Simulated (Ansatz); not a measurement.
# AlBrH2S2: two geometries relaxed, part 2 of 2

Are the two ends of the shift of H5 from S1 to Al2 separate minima, and which lies lower? Each is relaxed from a guess. SMILES of the start: [SH][Al]([SH])[Br].

Ansatz 0.2.0; UKS LDA/def2-SVP. The steps go on from the part before.

## Step 3: End point B

The second end starts from a geometry with the move made by hand.

input.yaml

```yaml
crystal:
  periodic: [false, false, false]
  atoms:
    - { symbol: S, position_ang: [-0.0077, 1.7224, -1.1278] }
    - { symbol: Al, position_ang: [-0.0054, -0.3069, -0.2212] }
    - { symbol: S, position_ang: [-0.0165, -0.5411, 2.02] }
    - { symbol: Br, position_ang: [0.1106, -2.2114, -1.621] }
    - { symbol: H, position_ang: [-1.50553, 0.03288, -0.29702] }
    - { symbol: H, position_ang: [1.4224, -0.4978, 2.0727] }
magnetization:
  spin_polarized: true
basis:
  gaussian: { orbitals: def2-SVP }
hamiltonian:
  xc: lda
relax:
  f_tol: 0.02
  max_steps: 50
output:
  orbitals: {}
```

The run is started by

```sh
$ ansatz run input.yaml --threads 2 --pin off --max-ram 3072MiB --backend cpu --events-out ev --progress --plain --runs-dir out
```

The program printed:

```text
Warning: RAYON_NUM_THREADS=2 ignored (pool sized by the plan → 2); use --threads N
The last accepted step is kept in <dir> (removed where the run ends without a failure and the disk answers)
Engine: ansatz 0.2.0, aarch64-unknown-linux-gnu
Functional definition: SPW92
  exchange = slater_x
  correlation = pw_c
1064 factors; their error is unknown
mean field evaluation 1: about -98127.3732 eV, gradient 1.5e1 eV
mean field evaluation 2: about -98098.8261 eV, gradient 5.0e1 eV
mean field evaluation 4: about -98124.4878 eV, gradient 1.7e1 eV
mean field evaluation 8: about -98129.2222 eV, gradient 1.6e-1 eV
mean field evaluation 16: about -98129.2663 eV, gradient 5.5e-1 eV
mean field evaluation 32: about -98129.3397 eV, gradient 1.1e-5 eV
mean field evaluation 64: about -98129.3290 eV, gradient 2.6e-1 eV
mean field evaluation 96: about -98128.8802 eV, gradient 2.1e0 eV
mean field -98129.33969330 eV, -3606.1867192732 hartree, gradient 1.1e-5 eV, S^2 0.636384; 9 other end points of the search recorded, 0 dependent functions left out
the calculation of the forces begins
reference -98129.33972478 eV, -3606.1867204302 hartree; 41, 41 occupied and 55, 55 virtual orbitals, 1064 factors
relax step   1: F+E_penalty+E_count = -98129.33969330 eV  Δ(F+E_penalty+E_count) = +0.000e0 eV  max|allowed force component| = 1.719e0 eV/Å  Δτ_max = 0.0000 Å  (358 SCF iters, accepted)
these checks for a lower state are left out or cut short: starts, cluster_reference, orbital_swaps, neighbouring_geometries, increment
1064 factors; their error is unknown
mean field -98130.07385334 eV, -3606.2136991571 hartree, gradient 9.7e-6 eV, S^2 0.130368; 0 other end points of the search recorded, 0 dependent functions left out
the calculation of the forces begins
reference -98130.07388493 eV, -3606.2137003183 hartree; 41, 41 occupied and 55, 55 virtual orbitals, 1064 factors
relax step   2: F+E_penalty+E_count = -98130.07385334 eV  Δ(F+E_penalty+E_count) = -7.342e-1 eV  max|allowed force component| = 1.990e0 eV/Å  Δτ_max = 0.1948 Å  (59 SCF iters, accepted)
these checks for a lower state are left out or cut short: starts, cluster_reference, orbital_swaps, neighbouring_geometries, increment
1064 factors; their error is unknown
mean field evaluation 128: about -98130.8793 eV, gradient 5.9e0 eV
mean field -98131.14315530 eV, -3606.2529952796 hartree, gradient 1.3e-5 eV, S^2 0.000000; 0 other end points of the search recorded, 0 dependent functions left out
the calculation of the forces begins
reference -98131.14318644 eV, -3606.2529964240 hartree; 41, 41 occupied and 55, 55 virtual orbitals, 1064 factors
relax step   3: F+E_penalty+E_count = -98131.14315530 eV  Δ(F+E_penalty+E_count) = -1.069e0 eV  max|allowed force component| = 2.611e0 eV/Å  Δτ_max = 0.1962 Å  (35 SCF iters, accepted)
these checks for a lower state are left out or cut short: starts, cluster_reference, orbital_swaps, neighbouring_geometries, increment
1064 factors; their error is unknown
mean field -98132.17973083 eV, -3606.2910887277 hartree, gradient 4.7e-5 eV, S^2 0.000000; 0 other end points of the search recorded, 0 dependent functions left out
the calculation of the forces begins
reference -98132.17976162 eV, -3606.2910898589 hartree; 41, 41 occupied and 55, 55 virtual orbitals, 1064 factors
relax step   4: F+E_penalty+E_count = -98132.17973083 eV  Δ(F+E_penalty+E_count) = -1.037e0 eV  max|allowed force component| = 1.376e0 eV/Å  Δτ_max = 0.1943 Å  (29 SCF iters, accepted)
these checks for a lower state are left out or cut short: starts, cluster_reference, orbital_swaps, neighbouring_geometries, increment
1064 factors; their error is unknown
mean field -98132.40220671 eV, -3606.2992645652 hartree, gradient 1.8e-5 eV, S^2 0.000000; 0 other end points of the search recorded, 0 dependent functions left out
the calculation of the forces begins
reference -98132.40223755 eV, -3606.2992656985 hartree; 41, 41 occupied and 55, 55 virtual orbitals, 1064 factors
relax step   5: F+E_penalty+E_count = -98132.40220671 eV  Δ(F+E_penalty+E_count) = -2.225e-1 eV  max|allowed force component| = 1.223e0 eV/Å  Δτ_max = 0.1948 Å  (27 SCF iters, accepted)
these checks for a lower state are left out or cut short: starts, cluster_reference, orbital_swaps, neighbouring_geometries, increment
1064 factors; their error is unknown
mean field -98132.52930895 eV, -3606.3039354865 hartree, gradient 1.4e-5 eV, S^2 0.000000; 0 other end points of the search recorded, 0 dependent functions left out
the calculation of the forces begins
reference -98132.52934004 eV, -3606.3039366289 hartree; 41, 41 occupied and 55, 55 virtual orbitals, 1064 factors
relax step   6: F+E_penalty+E_count = -98132.52930895 eV  Δ(F+E_penalty+E_count) = -1.271e-1 eV  max|allowed force component| = 5.104e-1 eV/Å  Δτ_max = 0.1949 Å  (27 SCF iters, accepted)
these checks for a lower state are left out or cut short: starts, cluster_reference, orbital_swaps, neighbouring_geometries, increment
1064 factors; their error is unknown
mean field evaluation 160: about -98132.6329 eV, gradient 1.4e-5 eV
mean field -98132.63290639 eV, -3606.3077426224 hartree, gradient 3.1e-5 eV, S^2 0.000000; 0 other end points of the search recorded, 0 dependent functions left out
the calculation of the forces begins
reference -98132.63293792 eV, -3606.3077437811 hartree; 41, 41 occupied and 55, 55 virtual orbitals, 1064 factors
relax step   7: F+E_penalty+E_count = -98132.63290639 eV  Δ(F+E_penalty+E_count) = -1.036e-1 eV  max|allowed force component| = 2.635e-1 eV/Å  Δτ_max = 0.2000 Å  (29 SCF iters, accepted)
these checks for a lower state are left out or cut short: starts, cluster_reference, orbital_swaps, neighbouring_geometries, increment
1064 factors; their error is unknown
mean field -98132.67774998 eV, -3606.3093905938 hartree, gradient 2.9e-5 eV, S^2 0.000000; 0 other end points of the search recorded, 0 dependent functions left out
the calculation of the forces begins
reference -98132.67778132 eV, -3606.3093917456 hartree; 41, 41 occupied and 55, 55 virtual orbitals, 1064 factors
relax step   8: F+E_penalty+E_count = -98132.67774998 eV  Δ(F+E_penalty+E_count) = -4.484e-2 eV  max|allowed force component| = 9.700e-1 eV/Å  Δτ_max = 0.1953 Å  (29 SCF iters, accepted)
these checks for a lower state are left out or cut short: starts, cluster_reference, orbital_swaps, neighbouring_geometries, increment
1064 factors; their error is unknown
mean field -98132.75242099 eV, -3606.3121347028 hartree, gradient 2.7e-5 eV, S^2 0.000000; 0 other end points of the search recorded, 0 dependent functions left out
the calculation of the forces begins
reference -98132.75245243 eV, -3606.3121358580 hartree; 41, 41 occupied and 55, 55 virtual orbitals, 1064 factors
relax step   9: F+E_penalty+E_count = -98132.75242099 eV  Δ(F+E_penalty+E_count) = -7.467e-2 eV  max|allowed force component| = 9.477e-1 eV/Å  Δτ_max = 0.1940 Å  (28 SCF iters, accepted)
these checks for a lower state are left out or cut short: starts, cluster_reference, orbital_swaps, neighbouring_geometries, increment
1064 factors; their error is unknown
mean field -98132.83475889 eV, -3606.3151605648 hartree, gradient 2.7e-5 eV, S^2 0.000000; 0 other end points of the search recorded, 0 dependent functions left out
the calculation of the forces begins
reference -98132.83479041 eV, -3606.3151617231 hartree; 41, 41 occupied and 55, 55 virtual orbitals, 1064 factors
relax step  10: F+E_penalty+E_count = -98132.83475889 eV  Δ(F+E_penalty+E_count) = -8.234e-2 eV  max|allowed force component| = 3.275e-1 eV/Å  Δτ_max = 0.1493 Å  (27 SCF iters, accepted)
these checks for a lower state are left out or cut short: starts, cluster_reference, orbital_swaps, neighbouring_geometries, increment
1064 factors; their error is unknown
mean field -98132.88554089 eV, -3606.3170267689 hartree, gradient 3.1e-5 eV, S^2 0.000000; 0 other end points of the search recorded, 0 dependent functions left out
the calculation of the forces begins
reference -98132.88557241 eV, -3606.3170279272 hartree; 41, 41 occupied and 55, 55 virtual orbitals, 1064 factors
relax step  11: F+E_penalty+E_count = -98132.88554089 eV  Δ(F+E_penalty+E_count) = -5.078e-2 eV  max|allowed force component| = 1.816e-1 eV/Å  Δτ_max = 0.1999 Å  (29 SCF iters, accepted)
these checks for a lower state are left out or cut short: starts, cluster_reference, orbital_swaps, neighbouring_geometries, increment
1064 factors; their error is unknown
mean field evaluation 192: about -98132.9080 eV, gradient 2.0e-5 eV
mean field -98132.90801926 eV, -3606.3178528336 hartree, gradient 2.0e-5 eV, S^2 0.000000; 0 other end points of the search recorded, 0 dependent functions left out
the calculation of the forces begins
reference -98132.90805078 eV, -3606.3178539919 hartree; 41, 41 occupied and 55, 55 virtual orbitals, 1064 factors
relax step  12: F+E_penalty+E_count = -98132.90801926 eV  Δ(F+E_penalty+E_count) = -2.248e-2 eV  max|allowed force component| = 1.932e-1 eV/Å  Δτ_max = 0.0807 Å  (26 SCF iters, accepted)
these checks for a lower state are left out or cut short: starts, cluster_reference, orbital_swaps, neighbouring_geometries, increment
1064 factors; their error is unknown
mean field -98132.94092754 eV, -3606.3190621906 hartree, gradient 3.4e-5 eV, S^2 0.000000; 0 other end points of the search recorded, 0 dependent functions left out
the calculation of the forces begins
reference -98132.94095858 eV, -3606.3190633315 hartree; 41, 41 occupied and 55, 55 virtual orbitals, 1064 factors
relax step  13: F+E_penalty+E_count = -98132.94092754 eV  Δ(F+E_penalty+E_count) = -3.291e-2 eV  max|allowed force component| = 6.926e-1 eV/Å  Δτ_max = 0.1951 Å  (29 SCF iters, accepted)
these checks for a lower state are left out or cut short: starts, cluster_reference, orbital_swaps, neighbouring_geometries, increment
1064 factors; their error is unknown
mean field -98132.97552354 eV, -3606.3203335701 hartree, gradient 2.6e-5 eV, S^2 0.000000; 0 other end points of the search recorded, 0 dependent functions left out
the calculation of the forces begins
reference -98132.97555425 eV, -3606.3203346988 hartree; 41, 41 occupied and 55, 55 virtual orbitals, 1064 factors
relax step  14: F+E_penalty+E_count = -98132.97552354 eV  Δ(F+E_penalty+E_count) = -3.460e-2 eV  max|allowed force component| = 5.538e-1 eV/Å  Δτ_max = 0.1941 Å  (27 SCF iters, accepted)
these checks for a lower state are left out or cut short: starts, cluster_reference, orbital_swaps, neighbouring_geometries, increment
1064 factors; their error is unknown
mean field -98132.99336383 eV, -3606.3209891890 hartree, gradient 7.5e-6 eV, S^2 0.000000; 0 other end points of the search recorded, 0 dependent functions left out
the calculation of the forces begins
reference -98132.99339420 eV, -3606.3209903047 hartree; 41, 41 occupied and 55, 55 virtual orbitals, 1064 factors
relax step  15: F+E_penalty+E_count = -98132.99336383 eV  Δ(F+E_penalty+E_count) = -1.784e-2 eV  max|allowed force component| = 3.634e-1 eV/Å  Δτ_max = 0.1361 Å  (27 SCF iters, accepted)
these checks for a lower state are left out or cut short: starts, cluster_reference, orbital_swaps, neighbouring_geometries, increment
1064 factors; their error is unknown
mean field -98133.00487710 eV, -3606.3214122936 hartree, gradient 3.6e-5 eV, S^2 0.000000; 0 other end points of the search recorded, 0 dependent functions left out
the calculation of the forces begins
reference -98133.00490759 eV, -3606.3214134143 hartree; 41, 41 occupied and 55, 55 virtual orbitals, 1064 factors
relax step  16: F+E_penalty+E_count = -98133.00487710 eV  Δ(F+E_penalty+E_count) = -1.151e-2 eV  max|allowed force component| = 9.256e-2 eV/Å  Δτ_max = 0.2000 Å  (28 SCF iters, accepted)
these checks for a lower state are left out or cut short: starts, cluster_reference, orbital_swaps, neighbouring_geometries, increment
1064 factors; their error is unknown
mean field evaluation 224: about -98133.0071 eV, gradient 9.5e-4 eV
mean field -98133.00710975 eV, -3606.3214943419 hartree, gradient 9.0e-6 eV, S^2 0.000000; 0 other end points of the search recorded, 0 dependent functions left out
the calculation of the forces begins
reference -98133.00714021 eV, -3606.3214954613 hartree; 41, 41 occupied and 55, 55 virtual orbitals, 1064 factors
relax step  17: F+E_penalty+E_count = -98133.00710975 eV  Δ(F+E_penalty+E_count) = -2.233e-3 eV  max|allowed force component| = 5.125e-2 eV/Å  Δτ_max = 0.1387 Å  (28 SCF iters, accepted)
these checks for a lower state are left out or cut short: starts, cluster_reference, orbital_swaps, neighbouring_geometries, increment
1064 factors; their error is unknown
mean field -98133.01116268 eV, -3606.3216432844 hartree, gradient 1.2e-5 eV, S^2 0.000000; 0 other end points of the search recorded, 0 dependent functions left out
the calculation of the forces begins
reference -98133.01119315 eV, -3606.3216444042 hartree; 41, 41 occupied and 55, 55 virtual orbitals, 1064 factors
relax step  18: F+E_penalty+E_count = -98133.01116268 eV  Δ(F+E_penalty+E_count) = -4.053e-3 eV  max|allowed force component| = 5.156e-3 eV/Å  Δτ_max = 0.0688 Å  (27 SCF iters, accepted)
these checks for a lower state are left out or cut short: starts, cluster_reference, orbital_swaps, neighbouring_geometries, increment
1064 factors; their error is unknown
mean field -98133.01062763 eV, -3606.3216236218 hartree, gradient 4.3e-5 eV, S^2 0.000000; 0 other end points of the search recorded, 0 dependent functions left out
the calculation of the forces begins
reference -98133.01065810 eV, -3606.3216247417 hartree; 41, 41 occupied and 55, 55 virtual orbitals, 1064 factors
relax step  19: F+E_penalty+E_count = -98133.01062763 eV  Δ(F+E_penalty+E_count) = +5.350e-4 eV  max|allowed force component| = 1.246e-1 eV/Å  Δτ_max = 0.0446 Å  (24 SCF iters, rejected (line search))
these checks for a lower state are left out or cut short: starts, cluster_reference, orbital_swaps, neighbouring_geometries, increment
1064 factors; their error is unknown
mean field -98133.01128673 eV, -3606.3216478431 hartree, gradient 3.2e-5 eV, S^2 0.000000; 0 other end points of the search recorded, 0 dependent functions left out
the calculation of the forces begins
reference -98133.01131720 eV, -3606.3216489631 hartree; 41, 41 occupied and 55, 55 virtual orbitals, 1064 factors
relax step  20: F+E_penalty+E_count = -98133.01128673 eV  Δ(F+E_penalty+E_count) = -1.240e-4 eV  max|allowed force component| = 1.867e-2 eV/Å  Δτ_max = 0.0195 Å  (25 SCF iters, accepted)
1064 factors; their error is unknown
mean field evaluation 256: about -98133.0113 eV, gradient 1.8e-3 eV
mean field -98133.01128673 eV, -3606.3216478431 hartree, gradient 3.2e-5 eV, S^2 0.000000; 1 other end points of the search recorded, 0 dependent functions left out
the calculation of the forces begins
reference -98133.01131720 eV, -3606.3216489631 hartree; 41, 41 occupied and 55, 55 virtual orbitals, 1064 factors
Total energy: -98133.01131720 eV, -3606.3216489631 hartree
Atom 0 at    -0.787933     0.925910    -1.160516 Å, force     0.001455     0.009711     0.017885 eV/Å
Atom 1 at     0.097102    -0.853453    -0.289099 Å, force    -0.003394     0.001955    -0.000717 eV/Å
Atom 2 at     0.704716    -1.080327     1.781480 Å, force     0.003116     0.002638     0.001830 eV/Å
Atom 3 at     0.406103    -2.604716    -1.640366 Å, force    -0.000105     0.001119     0.001194 eV/Å
Atom 4 at    -0.767069     1.615540     0.019759 Å, force     0.000639    -0.011078    -0.018672 eV/Å
Atom 5 at     0.344951     0.195127     2.114422 Å, force    -0.001711    -0.004345    -0.001519 eV/Å
Dipole moment:    -0.065694     0.381312     0.293607 e Å
```

It took 39 s on 2 threads of Arm Neoverse V1, shared host; peak memory 0.22 GiB.

Relaxation path:

```
step  energy from step 1 (eV)  largest force component (eV/Å)
   1                   0.0000                          1.7186
   2                  -0.7342                          1.9899
   3                  -1.8035                          2.6111
   4                  -2.8400                          1.3763
   5                  -3.0625                          1.2234
   6                  -3.1896                          0.5104
   7                  -3.2932                          0.2635
   8                  -3.3381                          0.9700
   9                  -3.4127                          0.9477
  10                  -3.4951                          0.3275
  11                  -3.5458                          0.1816
  12                  -3.5683                          0.1932
  13                  -3.6012                          0.6926
  14                  -3.6358                          0.5538
  15                  -3.6537                          0.3634
  16                  -3.6652                          0.0926
  17                  -3.6674                          0.0513
  18                  -3.6715                          0.0052
 19x                  -3.6709                          0.1246
  20                  -3.6716                          0.0187
```

Step 1 is the start. 1 step was tried and not accepted (marked x).

After: Bond lengths: S1–Al2 2.170 Å, Al2–S3 2.170 Å, Al2–Br4 2.233 Å, S1–H5 1.367 Å, S3–H6 1.366 Å. Angles: S1–Al2–S3 125.7°, S1–Al2–Br4 117.2°, S3–Al2–Br4 117.2°, Al2–S1–H5 93.5°, Al2–S3–H6 93.5°.

Pairs that crossed the distance rule for bonds on the way: came closer S1–H5; moved apart Al2–H5.

## Step 4: What came out

The summary covers parts 1 to 2.

| quantity | value |
| --- | --- |
| end A | 15 moves, 0.685 eV lower |
| end B | 18 moves, 3.672 eV lower |
| largest difference between the ends | 0.02 Å |
| end B relative to end A | +0.000 eV |

What this shows: The two relaxations end at one structure, within 0.02 Å: no second minimum was found from this start, which doesn't rule one out.
